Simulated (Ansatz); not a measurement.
# CF2InN (SMILES N#[C][In]([F])[F]): a relaxed scan of the bond length In3–F5

An exercise on one series of results from a longer session: the logs are not shown, and one member is left open.

Method: single points in def2-TZVPP; program: Ansatz 0.2.0, Gaussian basis.

Levels: PBE-D4, r2SCAN-D4, PBE0-D4, B3LYP-D4, wB97M-V, Hartree-Fock, MP2, CCSD, CCSD(T). The scan takes 1.688, 1.755, 1.853, 1.967, 2.094, 2.230, 2.375, 2.527, 2.686 Å.

Correlated methods freeze the cores. Filled d shells of the heavier atoms are correlated. Core potentials replace the inner electrons past krypton, and spin-orbit coupling is left out. B3LYP uses VWN-RPA correlation.

19 further runs of the same task are left out: 19 set aside as unsound or not needed.

## Starting geometry

The minimum, relaxed at PBE0-D4: SMILES `N#[C][In]([F])[F]`, 5 atoms, charge 0, spin multiplicity 1.

Atoms are counted from 1 here; the program's logs count them from 0.

Bond lengths: N1–C2 1.152 Å, C2–In3 2.072 Å, In3–F4 1.919 Å, In3–F5 1.919 Å. Angles: N1–C2–In3 180.0°, C2–In3–F4 123.5°, C2–In3–F5 123.5°, F4–In3–F5 112.9°.

Coordinates:

```mol
CF2InN
  3D, bonds by distance, orders not assigned

  5  4  0  0  0  0  0  0  0  0999 V2000
    1.2980   -1.5922    1.5896 N   0  0
    0.7249   -0.8903    0.8786 C   0  0
   -0.3060    0.3723   -0.4003 In  0  0
   -1.8721   -0.1548   -1.3755 F   0  0
    0.2051    2.1914   -0.7337 F   0  0
  1  2  8  0
  2  3  8  0
  3  4  8  0
  3  5  8  0
M  END
```

Energies of the minimum (eV), from earlier single points: PBE-D4 -13130.91776, r2SCAN-D4 -13137.12085, PBE0-D4 -13130.59868, B3LYP-D4 -13140.72061, wB97M-V -13135.64489, CCSD(T) -13108.21831.

At the minimum the bond length In3–F5 is 1.919 Å.

Set-up of the first run:

relax/in.yaml

```yaml
crystal:
  periodic: [false, false, false]
  atoms:
    - {symbol: N, position_ang: [1.297993, -1.592218, 1.589587]}
    - {symbol: C, position_ang: [0.724866, -0.890262, 0.878561]}
    - {symbol: In, position_ang: [-0.306032, 0.372295, -0.400272]}
    - {symbol: F, position_ang: [-1.872103, -0.154821, -1.375519]}
    - {symbol: F, position_ang: [0.143615, 1.972651, -0.693565]}
basis:
  gaussian: {orbitals: def2-TZVP}
hamiltonian: {xc: pbe0, dispersion: d4}
relax: {f_tol: 0.005, max_steps: 200, constraints: [{distance: [2, 4]}]}
```

No record of the launch command was kept for these runs.

Steps of the session up to this table: In3–F5 = 1.688 Å; In3–F5 = 1.755 Å; In3–F5 = 1.853 Å; In3–F5 = 1.967 Å; In3–F5 = 2.094 Å; In3–F5 = 2.230 Å; In3–F5 = 2.375 Å; In3–F5 = 2.527 Å; In3–F5 = 2.686 Å.

One of the session's tables, all rows but one given; the rest of the session is left out.

Energies less that of the minimum at the same level (kcal/mol):

| bond length (Å) | PBE-D4 | PBE0-D4 | B3LYP-D4 | wB97M-V | Hartree-Fock |
| --- | --- | --- | --- | --- | --- |
| 1.688 | 24.8 | 21.9 | 23.8 | 22.6 | 20.9 |
| 1.755 | ? | ? | ? | ? | ? |
| 1.853 | 2.2 | 1.3 | 1.8 | 1.4 | 0.7 |
| 1.919 (minimum) | 0.0 | 0.0 | 0.0 | 0.0 | 0.0 |
| 1.967 | 0.0 | 0.6 | 0.2 | 0.5 | 1.1 |
| 2.094 | 4.0 | 6.2 | 5.1 | 6.2 | 8.2 |
| 2.230 | 12.2 | 16.0 | 14.2 | 16.3 | 19.7 |
| 2.375 | 22.6 | 28.0 | 25.5 | 28.7 | 33.6 |
| 2.527 | 33.9 | 40.7 | 37.7 | 42.1 | 48.3 |
| 2.686 | 45.1 | 53.5 | 50.0 | 55.5 | 62.9 |

Estimate the missing values for bond length (Å) = 1.755.

Worked estimate for «PBE-D4». A straight line through the neighbours (1.688, 24.8) and (1.853, 2.2) gives 24.8 + (2.2 − 24.8) × (1.755 − 1.688) / (1.853 − 1.688) = 15.6; a parabola fitted to 3 rows on both sides gives 12.9.

The run gave: PBE-D4: 11.8; PBE0-D4: 9.7; B3LYP-D4: 11.0; wB97M-V: 10.1; Hartree-Fock: 8.6. In «PBE-D4» the line misses by +3.8 and the parabola by +1.1.

To keep in mind: A polynomial through the near points puts the CCSD(T) minimum 0.001 Å below the PBE0-D4 value.
